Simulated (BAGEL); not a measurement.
**HF/def2-SVP (density fitting with qzvpp-jkfit) run of B3PH6 (SMILES BP(B)B)**

Aim: the electronic atomisation energy of B3PH6 at HF/def2-SVP (density fitting with qzvpp-jkfit), from 4 runs. 

The calculation is run with BAGEL 1.2.2.

9 further runs of the same task are left out: 9 set aside as unsound or not needed.

## 1. Starting point

B3PH6 has 10 atoms, charge 0, and is taken as a singlet. SMILES: `BP(B)B`. The shape is that of a GFN2-xTB optimisation.

Bond lengths: B1–P2 1.822 Å, P2–B3 1.822 Å, P2–B4 1.821 Å, B1–H5 1.170 Å, B1–H6 1.169 Å, B3–H7 1.170 Å, B3–H8 1.169 Å, B4–H9 1.170 Å, B4–H10 1.170 Å. Some angles: B1–P2–B3 120.0°, B1–P2–B4 120.0°, B3–P2–B4 120.0°, P2–B1–H5 120.0°, P2–B1–H6 120.2°, P2–B3–H7 120.2°, P2–B3–H8 120.0°, P2–B4–H9 120.1°, P2–B4–H10 120.1°, H5–B1–H6 119.8°.

## 2. A single-point energy at HF/def2-SVP (density fitting with qzvpp-jkfit)

Input file hf.json:

```json
{ "bagel": [

{
  "title": "molecule",
  "basis": "svp",
  "df_basis": "qzvpp-jkfit",
  "angstrom": "true",
  "geometry": [
    { "atom": "B", "xyz": [   -1.723200,   -0.026900,   -0.590170 ] },
    { "atom": "P", "xyz": [    0.000460,   -0.001380,   -0.000500 ] },
    { "atom": "B", "xyz": [    1.269060,    0.914680,   -0.933440 ] },
    { "atom": "B", "xyz": [    0.453890,   -0.887210,    1.524840 ] },
    { "atom": "H", "xyz": [   -2.014710,    0.540090,   -1.570820 ] },
    { "atom": "H", "xyz": [   -2.539700,   -0.615390,    0.005320 ] },
    { "atom": "H", "xyz": [    2.376550,    0.934060,   -0.556470 ] },
    { "atom": "H", "xyz": [    0.978570,    1.482320,   -1.913510 ] },
    { "atom": "H", "xyz": [   -0.360010,   -1.472900,    2.126880 ] },
    { "atom": "H", "xyz": [    1.559090,   -0.867360,    1.907880 ] }
  ]
},
{ "title": "hf" },
{ "title": "print", "file": "orbitals.molden", "orbitals": "true" }

]}
```

Command:

```sh
$ BAGEL_NUM_THREADS=1 BAGEL hf.json > hf.out
```

Output:

```text
* using 1 threads per process

  ===============================================================
  ===============================================================

  *** Geometry ***

  { "atom" : "B", "xyz" : [     -3.256376,     -0.050834,     -1.115260 ] },
  { "atom" : "P", "xyz" : [      0.000869,     -0.002608,     -0.000945 ] },
  { "atom" : "B", "xyz" : [      2.398176,      1.728495,     -1.763946 ] },
[... 6 lines of this table left out ...]
  { "atom" : "H", "xyz" : [      2.946253,     -1.639073,      3.605371 ] },

  Number of auxiliary basis functions:      461

  Since a DF basis is specified, we compute 2- and 3-index integrals:
    o Being stored without compression. Storage requirement is 0.030 GB

  Number of basis functions:       90
  Number of electrons      :       36

    * METHOD: MOLECULE                             0.17

  *** RHF ***

  === Nuclear Repulsion ===
   120.5265896281

      * DIIS with orbital gradients will be used.

  === RHF iteration (svp) ===
      0       -418.00724620          0.00911312           0.05
      1       -418.07798569          0.00257029           0.04
      2       -418.08420548          0.00070185           0.04
[... 7 lines of this table left out ...]
     10       -418.08469166          0.00000000           0.05
    * SCF iteration converged.

    * Permanent dipole moment:
           (    0.000870,    -0.001540,    -0.000149) a.u.

    * METHOD: HF                                   0.62

    * METHOD: PRINT                                0.03

  ===============================================================
```

Wall time 1.1 s (1 thread of AMD EPYC 9R14 (Zen 4), shared host); peak memory 0.12 GiB.

## 3. The B atom at the same level

Input file job.json:

```json
{ "bagel": [

{
  "title": "molecule",
  "basis": "svp",
  "df_basis": "qzvpp-jkfit",
  "angstrom": "true",
  "geometry": [
    { "atom": "B", "xyz": [    0.000000,    0.000000,    0.000000 ] }
  ]
},
{ "title": "uhf", "charge": 0, "nopen": 1 },
{ "title": "print", "file": "orbitals.molden", "orbitals": "true" }

]}
```

Command:

```sh
$ BAGEL_NUM_THREADS=1 BAGEL job.json > job.out
```

Output:

```text
* using 1 threads per process

  ===============================================================
  ===============================================================

  *** Geometry ***

  { "atom" : "B", "xyz" : [      0.000000,      0.000000,      0.000000 ] },

  Number of auxiliary basis functions:       75

  Since a DF basis is specified, we compute 2- and 3-index integrals:
    o Being stored without compression. Storage requirement is 0.000 GB

  Number of basis functions:       14
  Number of electrons      :        5

    * METHOD: MOLECULE                             0.01

  *** Open-shell HF ***

  === Nuclear Repulsion ===
     0.0000000000

      * DIIS with orbital gradients will be used.

  === UHF iteration (svp) ===
      0        -24.48822552          0.01014647           0.00
      1        -24.49761284          0.00507295           0.00
      2        -24.49978984          0.00253965           0.00
      3        -24.50054122          0.00005730           0.00
      4        -24.50055203          0.00002540           0.00
      5        -24.50055407          0.00000751           0.00
      6        -24.50055428          0.00000083           0.00
      7        -24.50055429          0.00000010           0.00
      8        -24.50055429          0.00000001           0.00
    * SCF iteration converged.

    * S^2 (UHF) is 0.7556

    * Permanent dipole moment:
           (   -0.000000,     0.000000,    -0.000000) a.u.

    * METHOD: UHF                                  0.01

    * METHOD: PRINT                                0.00

  ===============================================================
```

Run time: 0.28 s. Hardware: 1 thread of AMD EPYC 9R14 (Zen 4), shared host.

## 4. The H atom, same level

Input file job.json:

```json
{ "bagel": [

{
  "title": "molecule",
  "basis": "svp",
  "df_basis": "qzvpp-jkfit",
  "angstrom": true,
  "geometry": [
    { "atom": "H", "xyz": [    0.000000,    0.000000,    0.000000 ] }
  ]
},
{
  "title": "uhf",
  "charge": 0,
  "nopen": 1
},
{
  "title": "print",
  "file": "orbitals.molden",
  "orbitals": true
}

]}
```

Run the same way, it converges to -0.49928 Eh (log not shown).

## 5. The P atom

Input file input.json:

```json
{ "bagel" : [

{
  "title" : "molecule",
  "basis" : "svp",
  "df_basis" : "qzvpp-jkfit",
  "angstrom" : "true",
  "geometry" : [
    { "atom" : "P", "xyz" : [    0.000000,    0.000000,    0.000000 ] }
  ]
},
{
  "title" : "uhf",
  "nopen" : 3
},
{
  "title" : "print",
  "file" : "orbitals.molden",
  "orbitals" : "true"
}

]}
```

Run the same way, it converges to -340.59744 Eh (log not shown).

## 6. Summary of results

Level: HF/def2-SVP (density fitting with qzvpp-jkfit).

| quantity | value |
| --- | --- |
| molecule: total energy | -418.08469 Eh |
| molecule: dipole moment | 0.00 D |
| molecule: HOMO energy | -9.71 eV |
| molecule: LUMO energy | 1.33 eV |
| molecule: HOMO–LUMO gap | 11.05 eV |
| B atom: total energy | -24.50055 Eh |
| B atom: dipole moment | 0.00 D |
| B atom: ⟨S²⟩ | 0.756 |
| H atom: total energy | -0.49928 Eh |
| H atom: dipole moment | 0.00 D |
| H atom: ⟨S²⟩ | 0.750 |
| P atom: total energy | -340.59744 Eh |
| P atom: dipole moment | 0.00 D |
| P atom: ⟨S²⟩ | 3.750 |
| electronic atomisation energy | 26.937 eV |

**Reading.** Taking the molecule apart into free atoms costs 26.94 eV (2599 kJ/mol), before zero-point energy and without spin-orbit coupling. Hartree–Fock lacks the correlation of the bonding pairs, which as a rule makes this value much too low; in minimal bases other errors can mask that.
